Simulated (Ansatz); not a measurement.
# CH8AlBFNSi: the cost of one run

Method: RKS PBE/STO-3G, in Ansatz 0.2.0.

### Step 1. The structure to begin with

Bond lengths: N1–Si2 1.827 Å, Si2–C3 1.894 Å, C3–B4 1.603 Å, B4–F5 1.420 Å, B4–Al6 2.119 Å, N1–H7 1.003 Å, N1–H8 1.041 Å, Si2–H9 1.501 Å, Si2–H10 1.474 Å, C3–H11 1.108 Å, C3–H12 1.063 Å, Al6–H13 1.616 Å, Al6–H14 1.580 Å. Angles (14 of 21 angles, heavy atoms first): N1–Si2–C3 110.0°, Si2–C3–B4 108.2°, C3–B4–F5 121.4°, C3–B4–Al6 117.8°, F5–B4–Al6 118.9°, N1–Si2–H9 109.8°, N1–Si2–H10 107.2°, C3–Si2–H9 110.4°, C3–Si2–H10 111.0°, Si2–N1–H7 106.4°, Si2–N1–H8 101.8°, Si2–C3–H11 105.9°, Si2–C3–H12 108.2°, B4–C3–H11 108.8°.

As a file:

```xyz
14

N     0.6188   -1.7592    2.2086
Si    0.7031   -0.3134    1.0955
C    -0.1231   -0.7209   -0.5593
B     0.1138    0.5131   -1.5553
F     0.8413    0.3572   -2.7647
Al   -1.0988    2.2328   -1.3038
H     1.0459   -2.5207    1.7154
H    -0.4083   -1.9199    2.2703
H     0.0321    0.8642    1.7398
H     2.1287    0.0106    0.9094
H     0.4118   -1.6070   -0.9551
H    -1.1422   -0.9576   -0.3722
H    -2.0970    2.3833   -0.0420
H    -1.0390    3.4083   -2.3578
```

### Step 2. Preparing the start

The input, input.yaml:

```yaml
crystal:
  periodic: [false, false, false]
  atoms:
    - { symbol: "N", position_ang: [0.6188, -1.7592, 2.2086] }
    - { symbol: Si, position_ang: [0.7031, -0.3134, 1.0955] }
    - { symbol: C, position_ang: [-0.1231, -0.7209, -0.5593] }
    - { symbol: B, position_ang: [0.1138, 0.5131, -1.5553] }
    - { symbol: F, position_ang: [0.8413, 0.3572, -2.7647] }
    - { symbol: Al, position_ang: [-1.0988, 2.2328, -1.3038] }
    - { symbol: H, position_ang: [1.0459, -2.5207, 1.7154] }
    - { symbol: H, position_ang: [-0.4083, -1.9199, 2.2703] }
    - { symbol: H, position_ang: [0.0321, 0.8642, 1.7398] }
    - { symbol: H, position_ang: [2.1287, 0.0106, 0.9094] }
    - { symbol: H, position_ang: [0.4118, -1.607, -0.9551] }
    - { symbol: H, position_ang: [-1.1422, -0.9576, -0.3722] }
    - { symbol: H, position_ang: [-2.097, 2.3833, -0.042] }
    - { symbol: H, position_ang: [-1.039, 3.4083, -2.3578] }
basis:
  gaussian: { orbitals: STO-3G }
hamiltonian:
  xc: pbe
relax:
  f_tol: 0.02
  max_steps: 40
scf:
  lower_state_search: "off"
```

Started as:

```bash
$ ansatz run input.yaml --threads 1 --pin off --max-ram 2048MiB --backend cpu --events-out ev --progress --plain --runs-dir out
```

**Question.** How long does this run take on 1 thread of Intel Xeon 6975P-C (Granite Rapids), shared host, and how much memory does it need?

About 54 s, with a peak of 0.22 GiB.
